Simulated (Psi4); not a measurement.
**AlHSF2 (SMILES [F][Al]([F])[SH]) at MP2/6-311+G(d,p) (density fitting, density fitting for correlation)**

What is the electrostatic solvation energy at fixed shape (ddPCM, chloroform) of AlHSF2 at MP2/6-311+G** (density fitting, density fitting for correlation)? The job is set up through a Python script.

Program for the calculation: Psi4 1.11.

3 further runs of the same task are left out: 1 that didn't finish, 2 set aside as unsound or not needed.

## 1. The system as given

AlHSF2 has 5 atoms, charge 0, and is taken as a singlet. SMILES: `[F][Al]([F])[SH]`. Geometry: relaxed at PBE0-D4/def2-TZVP.

Bond lengths: F1–Al2 1.638 Å, Al2–F3 1.635 Å, Al2–S4 2.153 Å, S4–H5 1.346 Å. Angles: F1–Al2–F3 119.3°, F1–Al2–S4 121.0°, F3–Al2–S4 119.7°, Al2–S4–H5 91.6°.

## 2. The energy at MP2/6-311+G(d,p) (density fitting, density fitting for correlation)

Contents of alf2hs.xyz:

```xyz
5
AlF2HS
F      0.892200     0.387900     1.495500
Al     0.340300    -0.464700     0.211000
F      0.820600    -2.015600     0.014600
S     -1.003400     0.425700    -1.216000
H     -0.999700     1.593000    -0.546400
```

Contents of alf2hs.py:

```python
import psi4

psi4.set_memory('1600 MB')
psi4.set_num_threads(1)
psi4.set_output_file('output.dat', False)

with open('alf2hs.xyz') as f:
    atoms = ''.join(f.readlines()[2:])
mol = psi4.geometry('0 1\n' + atoms + 'symmetry c1')

psi4.set_options(dict(mp2_type='df'))

e = psi4.energy("mp2/6-311+G**")
print(f'total energy {e:.8f} hartree = {e * 27.211386:.5f} eV')
```

Run with:

```
$ python alf2hs.py
```

output.dat:

```text
[...]
  Running in c1 symmetry.
[...]
  Nuclear repulsion =  199.896858416041425
[...]
  Multiplicity = 1
[...]
  Nalpha       = 24
  Nbeta        = 24
[...]
    Number of basis functions: 110
[...]
   @DF-RHF iter   1:  -839.06035649400019   -1.06931e+00   5.46931e-03 ADIIS/DIIS
[...]
   @DF-RHF iter  12:  -839.18104625750766   -2.27374e-12   2.33811e-09 DIIS
[...]
    Orbital Energies [Eh]
    ---------------------
    Doubly Occupied:
       1A    -91.975390     2A    -58.556070     3A    -26.283149
       4A    -26.279998     5A     -8.979518     6A     -6.661556
       7A     -6.660814     8A     -6.659341     9A     -4.965230
      10A     -3.282455    11A     -3.282087    12A     -3.280985
      13A     -1.573905    14A     -1.565004    15A     -0.985090
      16A     -0.718741    17A     -0.683617    18A     -0.663274
      19A     -0.656873    20A     -0.643784    21A     -0.639055
      22A     -0.569268    23A     -0.476867    24A     -0.412230
[...]
  @DF-RHF Final Energy:  -839.18104625750766
   => Energetics <=
    Nuclear Repulsion Energy =            199.8968584160414252
    One-Electron Energy =               -1565.2472121523960595
    Two-Electron Energy =                 526.1693074788470312
    Total Energy =                       -839.1810462575076599
[...]
 Multipole Moments:
 ------------------------------------------------------------------------------------
     Multipole            Electronic (a.u.)      Nuclear  (a.u.)        Total (a.u.)
 ------------------------------------------------------------------------------------
 L = 1.  Multiply by 2.5417464519 to convert [e a0] to [Debye]
 Dipole X            :          2.4862711           -2.7319632           -0.2456921
 Dipole Y            :         -2.4376685            2.9375710            0.4999025
 Dipole Z            :          2.1907804           -2.2598799           -0.0690996
 Magnitude           :                                                    0.5612859
[...]
```

Standard output:

```text
total energy -840.07314155 hartree = -22859.55452 eV
```

It took 2.4 s on 1 thread of Intel Xeon 6975P-C (Granite Rapids), shared host; peak memory 0.25 GiB.

## 3. A single-point energy at MP2/6-311+G(d,p) (density fitting, density fitting for correlation, ddPCM chloroform)

alf2hs.xyz is that of step 2.

Contents of job.py:

```python
import psi4

psi4.set_memory(1600000000)
psi4.set_num_threads(1)
psi4.set_output_file('psi4.out', False)

with open('alf2hs.xyz') as f:
    atoms = ''.join(f.readlines()[2:])
molecule = psi4.geometry('0 1\n' + atoms + 'symmetry c1')

psi4.set_options(dict(basis='6-311+G**', mp2_type='df', ddx=True, ddx_model='pcm', ddx_solvent='chloroform', ddx_radii_set='uff'))

energy_value = psi4.energy("mp2")
print('E =', round(energy_value, 9))
```

Run with:

```
$ python job.py
```

psi4.out:

```text
[...]
  Running in c1 symmetry.
[...]
  Nuclear repulsion =  199.896858416041425
[...]
  Multiplicity = 1
[...]
  Nalpha       = 24
  Nbeta        = 24
[...]
    Number of basis functions: 110
[...]
   @DF-RHF iter   1:  -839.07227834738785   -1.08216e+00   5.42807e-03 DIIS/ADIIS
[...]
   @DF-RHF iter  12:  -839.18925301987019   -2.17142e-11   2.51106e-09 DIIS
[...]
    Orbital Energies [Eh]
    ---------------------
    Doubly Occupied:
       1A    -91.967055     2A    -58.552633     3A    -26.282190
       4A    -26.280405     5A     -8.971326     6A     -6.653419
       7A     -6.652724     8A     -6.651261     9A     -4.961278
      10A     -3.278651    11A     -3.278032    12A     -3.277122
      13A     -1.573883    14A     -1.565480    15A     -0.976935
      16A     -0.719551    17A     -0.685190    18A     -0.663438
      19A     -0.656881    20A     -0.644588    21A     -0.639671
      22A     -0.560583    23A     -0.470939    24A     -0.405356
[...]
  @DF-RHF Final Energy:  -839.18925301987019
   => Energetics <=
    Nuclear Repulsion Energy =            199.8968584160414252
    One-Electron Energy =               -1565.1691855105580089
    Two-Electron Energy =                 526.0917133213888519
    DD Solvation Energy =                 -0.0086392467424464
    Total Energy =                       -839.1892530198701934
[...]
 Multipole Moments:
 ------------------------------------------------------------------------------------
     Multipole            Electronic (a.u.)      Nuclear  (a.u.)        Total (a.u.)
 ------------------------------------------------------------------------------------
 L = 1.  Multiply by 2.5417464519 to convert [e a0] to [Debye]
 Dipole X            :          2.5019583           -2.7319632           -0.2300049
 Dipole Y            :         -2.3921289            2.9375710            0.5454421
 Dipole Z            :          2.2396487           -2.2598799           -0.0202313
 Magnitude           :                                                    0.5922995
[...]
```

The script printed:

```text
E = -840.079856968
```

It took 8.1 s on 1 thread of Intel Xeon 6975P-C (Granite Rapids), shared host; peak memory 0.27 GiB.

## 4. Outcome

Level: MP2/6-311+G** (density fitting, density fitting for correlation).

| quantity | value |
| --- | --- |
| gas phase: total energy | -840.07314 Eh |
| gas phase: HOMO energy (Hartree–Fock orbitals) | -11.22 eV |
| gas phase: LUMO energy (Hartree–Fock orbitals) | 0.76 eV |
| gas phase: HOMO–LUMO gap (Hartree–Fock orbitals) | 11.98 eV |
| gas phase: correlation energy | -892.1 mEh |
| ddPCM, chloroform: total energy | -840.07986 Eh |
| ddPCM, chloroform: HOMO energy (Hartree–Fock orbitals) | -11.03 eV |
| ddPCM, chloroform: LUMO energy (Hartree–Fock orbitals) | 1.08 eV |
| ddPCM, chloroform: HOMO–LUMO gap (Hartree–Fock orbitals) | 12.11 eV |
| ddPCM, chloroform: correlation energy | -890.6 mEh |
| ddPCM, chloroform: solvent term in the energy | -22.7 kJ/mol |
| energy change from gas to solvent at fixed shape | -0.183 eV |

The solvent model (ddPCM, chloroform) lowers the energy by 0.18 eV (−4.2 kcal/mol) at the same shape. It holds the electrostatic part alone, without cavity or dispersion terms.
